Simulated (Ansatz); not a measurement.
# CH5BGeO: up Jacob's ladder to CCSD(T)

One table from this session's results is given with a row withheld; the runs are named, their logs left out.

Program: Ansatz 0.2.0, Gaussian basis. Level of theory: functionals in def2-TZVPP, the program's frozen cores in correlated methods. These are calculated values, not measurements.

Levels to be run: LDA (SPW92), PBE-D4, revPBE-D4, BLYP-D4, r2SCAN-D4, B97M-V, PBE0-D4, B3LYP-D4, r2SCANh-D4, r2SCAN0-D4, HSE06-D4, BHLYP-D4, CAM-B3LYP-D4, LC-ωPBE, ωB97X-V, ωB97M-V, B2PLYP, PBE-QIDH; CCSD(T)/def2-SVP; CCSD(T)/def2-TZVPP; MP2/def2-QZVPP; extrapolation to the limit; RPA on PBE.

### Structure used throughout

All runs share one geometry, relaxed beforehand with PBE0-D4 in a triple-zeta def2 set.

SMILES `O=C[BH][GeH3]`, 9 atoms, charge 0, spin multiplicity 1.

Atoms are counted from 1 here; the program's logs count them from 0.

Bond lengths: O1–C2 1.222 Å, C2–B3 1.536 Å, C2–H5 1.104 Å, B3–Ge4 2.059 Å, B3–H6 1.194 Å, Ge4–H7 1.537 Å, Ge4–H8 1.543 Å, Ge4–H9 1.538 Å. Angles: O1–C2–B3 99.6°, O1–C2–H5 121.9°, B3–C2–H5 138.5°, C2–B3–Ge4 120.9°, C2–B3–H6 117.3°, Ge4–B3–H6 121.4°, B3–Ge4–H7 111.7°, B3–Ge4–H8 107.8°, B3–Ge4–H9 112.8°, H7–Ge4–H8 107.5°, H7–Ge4–H9 108.8°, H8–Ge4–H9 107.9°.

The first run:

in.yaml reads:

```yaml
crystal:
  periodic: [false, false, false]
  atoms:
    - {symbol: O, position_ang: [0.029204, 2.199297, 0.167680]}
    - {symbol: C, position_ang: [-0.939754, 1.459839, 0.079667]}
    - {symbol: B, position_ang: [-0.352417, 0.191185, 0.714844]}
    - {symbol: Ge, position_ang: [0.719194, -1.157724, -0.413556]}
    - {symbol: H, position_ang: [-1.891284, 1.796754, -0.367528]}
    - {symbol: H, position_ang: [-0.418678, 0.093658, 1.903055]}
    - {symbol: H, position_ang: [2.094873, -1.452033, 0.205880]}
    - {symbol: H, position_ang: [-0.070322, -2.482634, -0.440937]}
    - {symbol: H, position_ang: [0.917684, -0.694644, -1.866206]}
basis:
  gaussian: {orbitals: def2-TZVPP}
hamiltonian: {xc: lda}
output: {orbitals: {seedname: orbitals}}
```

On the command line:

```console
$ ansatz run in.yaml --threads 2 --pin off --events-out ev --progress --plain --max-ram 4352MiB
```

Steps of the session up to this table: LDA; PBE-D4 (GGA); revPBE-D4 (GGA); BLYP-D4 (GGA); r2SCAN-D4 (meta-GGA); B97M-V (meta-GGA); B3LYP-D4 (hybrid); r2SCANh-D4 (hybrid); r2SCAN0-D4 (hybrid); HSE06-D4 (hybrid); BHLYP-D4 (hybrid); CAM-B3LYP-D4 (range-separated); LC-ωPBE (range-separated); ωB97X-V (range-separated); ωB97M-V (range-separated); B2PLYP (double hybrid); PBE-QIDH (double hybrid).

One table of the session follows, with a row left open; its other results are not shown here.

```
  functional  HOMO (eV)  LUMO (eV)  gap (eV)
 LDA (SPW92)      -6.51      -3.03      3.47
      PBE-D4      -6.38      -2.79      3.59
   revPBE-D4      -6.32      -2.68      3.64
     BLYP-D4      -6.28      -2.64      3.65
   r2SCAN-D4      -6.60      -2.52      4.07
      B97M-V      -6.72      -2.54      4.18
     PBE0-D4      -7.74      -1.83      5.90
    B3LYP-D4      -7.54      -2.03      5.50
  r2SCANh-D4      -7.11      -2.16      4.96
  r2SCAN0-D4          ?          ?         ?
    HSE06-D4      -7.33      -2.22      5.12
    BHLYP-D4      -9.08      -0.80      8.28
CAM-B3LYP-D4      -9.16      -0.71      8.44
     LC-ωPBE     -10.46       0.47     10.93
     ωB97X-V     -10.13       0.36     10.49
     ωB97M-V     -10.05       0.12     10.17
```

**Question.** Estimate the row for r2SCAN0-D4.

Worked estimate for «HOMO (eV)». Against the share of exact exchange, r2SCAN-D4 (0, -6.60), r2SCANh-D4 (0.1, -7.11) give a slope of -5.10 per unit share; at 0.25 the line stands at -7.87.

As computed: HOMO (eV): -7.90; LUMO (eV): -1.66; gap (eV): 6.25. In «HOMO (eV)» the line misses by +0.03.
